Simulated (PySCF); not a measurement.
# A gas-phase reaction: GaH3O2 + H3N → GaH4NO2 + H2

Wanted: the reaction energy for `[OH][GaH][OH]` + `N` → `[NH2][Ga]([OH])[OH]` + `[H][H]`.

Computed with PySCF 2.14.0; each step states its level. No surroundings beyond the atoms listed, unless a continuum is named. Atoms count from 0, parts from 1.

### Step 1. Starting point

Each species was relaxed by itself at PBE0-D3(BJ)/def2-SVPD.

### Step 2. Reaction energy: wB97M-D3(BJ)/def2-TZVPD

Job settings and geometry (Å):

```
{"job": {"kind": "react", "xc": "wB97M-D3(BJ)", "basis": "def2-TZVPD"}, "charge": 0, "multiplicity": 1}
-1 GaH3O2 charge 0 multiplicity 1
O      0.208460     1.366080    -0.329910
Ga    -0.428620    -0.232640     0.175180
O      0.810330    -1.509480     0.038480
H     -0.395420     2.110900    -0.281180
H     -1.857760    -0.538890     0.675260
H      1.663020    -1.195960    -0.277830

-1 H3N charge 0 multiplicity 1
N      0.003990     0.001290     0.284460
H      0.932900    -0.163300    -0.092240
H     -0.602740    -0.722480    -0.089570
H     -0.319190     0.887000    -0.093610

+1 GaH4NO2 charge 0 multiplicity 1
N     -1.451800     0.252100     0.390580
Ga     0.276570    -0.094460     0.020270
O      1.252760    -0.984670     1.218870
O      1.126290     0.386860    -1.481490
H     -1.892150    -0.039220     1.251270
H     -2.083720     0.743920    -0.222860
H      2.164620    -1.131960     0.954600
H      0.608940     0.867930    -2.131520

+1 H2 charge 0 multiplicity 1
H      0.380220     0.007950    -0.000950
H     -0.380220    -0.007950     0.000950
```

With the program's defaults for keys left out, this is: wB97M-D3(BJ)/def2-TZVPD reaction energy of separated species, gas phase.

Started as:

```
OMP_NUM_THREADS=1 python cluster_run.py task.json out
```

One launch serves the whole session: the jobs run in the order shown.

What it wrote:

```text
species 1 (GaH3O2)
coarse grid: 25192 points
cycle   1  E = -2077.0609277855  dE = -3.601e-01  |g| = 1.183e+00  |ddm| = 1.893e+00
cycle   2  E = -2076.9261285331  dE =  1.348e-01  |g| = 1.563e+00  |ddm| = 1.764e+00
cycle   3  E = -2077.2885380248  dE = -3.624e-01  |g| = 4.797e-02  |ddm| = 9.712e-01
cycle   4  E = -2077.2891615066  dE = -6.235e-04  |g| = 2.745e-02  |ddm| = 7.443e-02
cycle   5  E = -2077.2892759281  dE = -1.144e-04  |g| = 1.115e-02  |ddm| = 2.359e-02
cycle   6  E = -2077.2892953057  dE = -1.938e-05  |g| = 1.848e-03  |ddm| = 1.266e-02
cycle   7  E = -2077.2892963703  dE = -1.065e-06  |g| = 1.113e-03  |ddm| = 3.383e-03
final grid: 51824 points
cycle   8  E = -2077.2892785918  dE =  3.025e-08  |g| = 1.420e-03  |ddm| = 2.142e-03
cycle   9  E = -2077.2892783695  dE =  2.223e-07  |g| = 1.849e-03  |ddm| = 1.787e-03
cycle  10  E = -2077.2892789180  dE = -5.485e-07  |g| = 3.520e-05  |ddm| = 1.000e-03
cycle  11  E = -2077.2892789184  dE = -3.947e-10  |g| = 2.449e-05  |ddm| = 4.910e-05
converged SCF energy = -2077.2892789184

species 2 (H3N)
coarse grid: 12536 points
cycle   1  E = -56.5694023773  dE = -1.294e-01  |g| = 3.023e-01  |ddm| = 1.089e+00
cycle   2  E = -56.5779564873  dE = -8.554e-03  |g| = 2.716e-01  |ddm| = 2.676e-01
cycle   3  E = -56.5918781689  dE = -1.392e-02  |g| = 2.124e-02  |ddm| = 1.115e-01
cycle   4  E = -56.5919837660  dE = -1.056e-04  |g| = 5.194e-03  |ddm| = 1.728e-02
cycle   5  E = -56.5919949024  dE = -1.114e-05  |g| = 7.322e-04  |ddm| = 8.714e-03
cycle   6  E = -56.5919953175  dE = -4.151e-07  |g| = 1.111e-04  |ddm| = 3.175e-03
final grid: 27112 points
cycle   7  E = -56.5919841529  dE = -1.650e-08  |g| = 6.468e-05  |ddm| = 7.945e-04
cycle   8  E = -56.5919841550  dE = -2.117e-09  |g| = 5.229e-05  |ddm| = 2.568e-04
cycle   9  E = -56.5919841557  dE = -6.645e-10  |g| = 1.242e-05  |ddm| = 5.295e-05
converged SCF energy = -56.5919841557

species 3 (GaH4NO2)
coarse grid: 32784 points
cycle   1  E = -2132.4895220444  dE = -2.461e-01  |g| = 1.175e+00  |ddm| = 2.231e+00
cycle   2  E = -2132.4047037325  dE =  8.482e-02  |g| = 1.474e+00  |ddm| = 1.749e+00
cycle   3  E = -2132.7101094753  dE = -3.054e-01  |g| = 6.606e-02  |ddm| = 9.246e-01
cycle   4  E = -2132.7109101384  dE = -8.007e-04  |g| = 4.174e-02  |ddm| = 7.509e-02
cycle   5  E = -2132.7112893432  dE = -3.792e-04  |g| = 1.060e-02  |ddm| = 2.849e-02
cycle   6  E = -2132.7113226979  dE = -3.335e-05  |g| = 2.501e-03  |ddm| = 1.297e-02
cycle   7  E = -2132.7113247914  dE = -2.093e-06  |g| = 1.619e-03  |ddm| = 3.347e-03
final grid: 68192 points
cycle   8  E = -2132.7113049739  dE = -2.447e-07  |g| = 1.716e-03  |ddm| = 3.937e-03
cycle   9  E = -2132.7113049266  dE =  4.722e-08  |g| = 1.899e-03  |ddm| = 1.928e-03
cycle  10  E = -2132.7113053205  dE = -3.939e-07  |g| = 1.046e-04  |ddm| = 1.039e-03
cycle  11  E = -2132.7113053245  dE = -3.996e-09  |g| = 6.687e-05  |ddm| = 1.128e-04
cycle  12  E = -2132.7113053266  dE = -2.034e-09  |g| = 7.649e-06  |ddm| = 1.220e-04
cycle  13  E = -2132.7113053266  dE = -2.501e-11  |g| = 4.511e-06  |ddm| = 1.249e-05
converged SCF energy = -2132.7113053266

species 4 (H2)
coarse grid: 4944 points
cycle   1  E = -1.1694183231  dE = -2.751e-01  |g| = 9.866e-03  |ddm| = 4.504e-01
cycle   2  E = -1.1694525697  dE = -3.425e-05  |g| = 1.161e-03  |ddm| = 9.676e-03
cycle   3  E = -1.1694532519  dE = -6.822e-07  |g| = 1.815e-04  |ddm| = 1.918e-03
final grid: 10744 points
cycle   4  E = -1.1694518657  dE = -2.407e-08  |g| = 4.114e-05  |ddm| = 3.871e-04
cycle   5  E = -1.1694518670  dE = -1.270e-09  |g| = 9.630e-06  |ddm| = 9.176e-05
cycle   6  E = -1.1694518671  dE = -7.530e-11  |g| = 3.020e-07  |ddm| = 2.873e-05
converged SCF energy = -1.1694518671

Reaction energy = -0.149 kcal/mol
```

Run time: 45 s. Hardware: 1 thread of Intel Xeon Platinum 8259CL at 2.50GHz, shared host; peak memory 0.74 GiB.

Species by species (with the dispersion term, which the log's SCF energies lack):

```tsv
ν	species	energy (Eh)	HOMO (eV)
-1	[OH][GaH][OH]	-2077.29248	-11.28
-1	N	-56.59358	-10.26
+1	[NH2][Ga]([OH])[OH]	-2132.71663	-10.07
+1	[H][H]	-1.16967	-14.48
```

### Step 3. Energies of the species: PBE0-D3(BJ)/def2-TZVPD

The job, as its differences from that of step 2:

```diff
@@ -1,2 +1,2 @@
-{"job": {"kind": "react", "xc": "wB97M-D3(BJ)", "basis": "def2-TZVPD"}, "charge": 0, "multiplicity": 1}
+{"job": {"kind": "react", "xc": "PBE0", "basis": "def2-TZVPD", "disp": "d3bj"}, "charge": 0, "multiplicity": 1}
 -1 GaH3O2 charge 0 multiplicity 1
```

Method: PBE0-D3(BJ)/def2-TZVPD reaction energy of separated species, gas phase.

What it wrote:

```text
species 1 (GaH3O2)
coarse grid: 25192 points
cycle   1  E = -2076.5556904386  dE = -2.344e-01  |g| = 1.304e+00  |ddm| = 1.968e+00
cycle   2  E = -2075.7338898503  dE =  8.218e-01  |g| = 2.457e+00  |ddm| = 2.509e+00
cycle   3  E = -2076.8103612942  dE = -1.076e+00  |g| = 1.980e-01  |ddm| = 1.850e+00
cycle   4  E = -2076.8163580618  dE = -5.997e-03  |g| = 1.054e-01  |ddm| = 1.853e-01
cycle   5  E = -2076.8173626616  dE = -1.005e-03  |g| = 1.464e-02  |ddm| = 5.848e-02
cycle   6  E = -2076.8173956019  dE = -3.294e-05  |g| = 6.668e-03  |ddm| = 1.444e-02
cycle   7  E = -2076.8174025036  dE = -6.902e-06  |g| = 2.532e-03  |ddm| = 5.428e-03
final grid: 51824 points
cycle   8  E = -2076.8173799892  dE =  2.470e-06  |g| = 4.576e-03  |ddm| = 4.538e-03
cycle   9  E = -2076.8173707200  dE =  9.269e-06  |g| = 8.550e-03  |ddm| = 7.949e-03
cycle  10  E = -2076.8173836447  dE = -1.292e-05  |g| = 3.674e-04  |ddm| = 5.254e-03
cycle  11  E = -2076.8173836597  dE = -1.508e-08  |g| = 4.252e-05  |ddm| = 2.192e-04
cycle  12  E = -2076.8173836600  dE = -3.065e-10  |g| = 1.737e-05  |ddm| = 3.911e-05
converged SCF energy = -2076.8173836600

species 2 (H3N)
coarse grid: 2928 points
cycle   1  E = -56.4894313031  dE = -9.634e-02  |g| = 3.707e-01  |ddm| = 1.101e+00
cycle   2  E = -56.4630097873  dE =  2.642e-02  |g| = 5.179e-01  |ddm| = 4.428e-01
cycle   3  E = -56.5201088953  dE = -5.710e-02  |g| = 1.575e-02  |ddm| = 2.485e-01
cycle   4  E = -56.5201574066  dE = -4.851e-05  |g| = 3.353e-03  |ddm| = 8.640e-03
cycle   5  E = -56.5201595771  dE = -2.171e-06  |g| = 3.222e-04  |ddm| = 2.234e-03
final grid: 27112 points
cycle   6  E = -56.5150243506  dE = -1.153e-05  |g| = 5.624e-03  |ddm| = 1.602e-02
cycle   7  E = -56.5150188735  dE =  5.477e-06  |g| = 7.697e-03  |ddm| = 5.893e-03
cycle   8  E = -56.5150306712  dE = -1.180e-05  |g| = 1.402e-04  |ddm| = 3.475e-03
cycle   9  E = -56.5150306756  dE = -4.340e-09  |g| = 3.200e-05  |ddm| = 9.546e-05
cycle  10  E = -56.5150306759  dE = -2.891e-10  |g| = 3.549e-06  |ddm| = 2.706e-05
converged SCF energy = -56.5150306759

species 3 (GaH4NO2)
coarse grid: 32784 points
cycle   1  E = -2131.8880759751  dE = -1.175e-01  |g| = 1.336e+00  |ddm| = 2.317e+00
cycle   2  E = -2131.2709042341  dE =  6.172e-01  |g| = 2.304e+00  |ddm| = 2.506e+00
cycle   3  E = -2132.1564302279  dE = -8.855e-01  |g| = 1.968e-01  |ddm| = 1.751e+00
cycle   4  E = -2132.1619396555  dE = -5.509e-03  |g| = 1.065e-01  |ddm| = 1.820e-01
cycle   5  E = -2132.1638833068  dE = -1.944e-03  |g| = 1.625e-02  |ddm| = 5.983e-02
cycle   6  E = -2132.1639296632  dE = -4.636e-05  |g| = 4.831e-03  |ddm| = 1.273e-02
cycle   7  E = -2132.1639330883  dE = -3.425e-06  |g| = 1.689e-03  |ddm| = 3.544e-03
final grid: 68192 points
cycle   8  E = -2132.1639218816  dE =  7.054e-07  |g| = 2.774e-03  |ddm| = 3.821e-03
cycle   9  E = -2132.1639192228  dE =  2.659e-06  |g| = 4.810e-03  |ddm| = 4.619e-03
cycle  10  E = -2132.1639231288  dE = -3.906e-06  |g| = 3.803e-04  |ddm| = 3.026e-03
cycle  11  E = -2132.1639231475  dE = -1.865e-08  |g| = 3.037e-05  |ddm| = 2.298e-04
cycle  12  E = -2132.1639231476  dE = -1.714e-10  |g| = 1.006e-05  |ddm| = 3.056e-05
converged SCF energy = -2132.1639231476

species 4 (H2)
coarse grid: 1240 points
cycle   1  E = -1.1670611891  dE = -2.327e-01  |g| = 2.266e-02  |ddm| = 4.588e-01
cycle   2  E = -1.1672486166  dE = -1.874e-04  |g| = 3.233e-03  |ddm| = 1.896e-02
cycle   3  E = -1.1672530722  dE = -4.456e-06  |g| = 9.770e-05  |ddm| = 2.761e-03
final grid: 10744 points
cycle   4  E = -1.1681370226  dE = -1.930e-06  |g| = 2.741e-04  |ddm| = 1.572e-03
cycle   5  E = -1.1681370508  dE = -2.828e-08  |g| = 3.989e-05  |ddm| = 2.445e-04
cycle   6  E = -1.1681370515  dE = -6.318e-10  |g| = 1.264e-06  |ddm| = 3.105e-05
converged SCF energy = -1.1681370515

Reaction energy = -0.334 kcal/mol
```

It took 26 s on 1 thread of Intel Xeon Platinum 8259CL at 2.50GHz, shared host; peak memory 0.63 GiB.

Reaction energy at this level: -0.33 kcal/mol.

### Step 4. Side by side

Energies in kcal/mol, with wall time:

```tsv
run	reaction	time
wB97M-D3(BJ)/def2-TZVPD	-0.15	45 s
PBE0-D3(BJ)/def2-TZVPD	-0.33	26 s
```

### Step 5. Results

| quantity | value |
| --- | --- |
| reaction energy (wB97M-D3(BJ)/def2-TZVPD) | -0.15 kcal/mol |
| ΔH, ΔG at 298 K (xTB thermal terms) | -3.9, -2.1 kcal/mol |
| range of the reaction energy over the runs of this table | -0.33 to -0.15 kcal/mol |

The reaction is exothermic by 3.9 kcal/mol in the gas phase; dispersion gives -0.47, and xTB itself gave 6.77 for the electronic energy (xTB energies and thermal terms come from the earlier relaxation of each species, not shown). No barrier was sought. The reaction energy runs from -0.33 (PBE0-D3(BJ)/def2-TZVPD) to -0.15 kcal/mol (wB97M-D3(BJ)/def2-TZVPD).
